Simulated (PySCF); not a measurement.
**A diatomic session: MgIn**

One table from this session's results is given with a row withheld; the runs are named, their logs left out.

Method: Mg def2-SVPD, In def2-SVPD with ECP28, scalar-relativistic core potentials; program: PySCF 2.14.0.

Set-up of the first run:

The job is set up so:

```
atoms                         : Mg, In
charge                        : 0
basis                         : Mg def2-SVPD, In def2-SVPD with ECP28
Hamiltonian                   : scalar-relativistic core potentials
basis functions               : 53
electrons treated             : 33
masses in u                   : 23.9850, 114.9039
levels                        : PBE0, PBE, r²SCAN, revPBE, r²SCAN0, TPSS, LC-ωPBE, HF, MP2, SCS-MP2
grid                          : 80 radial by 434 angular points
occupations                   : held fixed by the projection of orbital angular momentum
dissociation limit            : Mg + In, each in its ground configuration
starting distance in angstrom : 2.745
values of 2S to try           : 1, 3
```

Started as:

```bash
$ OMP_NUM_THREADS=1 python dia.py task.json out
```

Among the steps run: Input; First curve: PBE0; Other states along the same grid; PBE (GGA); r²SCAN (meta-GGA); revPBE (GGA); r²SCAN0; TPSS (meta-GGA); LC-ωPBE (range-separated hybrid); ROHF (mean field).

One of the session's tables, all rows but one given; the rest of the session is left out.

| level | Re (Å) | ωe (cm⁻¹) | De (eV) |
| --- | --- | --- | --- |
| ROHF-MP2 | 3.082 | 128.2 | 0.271 |
| ROHF-SCS-MP2 | 3.159 | 106.9 | 0.191 |
| PBE | 3.001 | 159.5 | 0.52 |
| revPBE | 3.040 | 151.0 | 0.420 |
| TPSS | 2.993 | 160.2 | 0.482 |
| r²SCAN | ? | ? | ? |
| PBE0 | 3.019 | 152.1 | 0.432 |
| r²SCAN0 | 2.993 | 158.9 | 0.454 |
| LC-ωPBE | 3.058 | 126.1 | 0.263 |

Q: Estimate the row for r²SCAN from the others.

The run gave: Re (Å): 2.969; ωe (cm⁻¹): 167.8; De (eV): 0.53. In the column «Re (Å)» it is the lowest.

De is counted to Mg + In in their ground configurations.
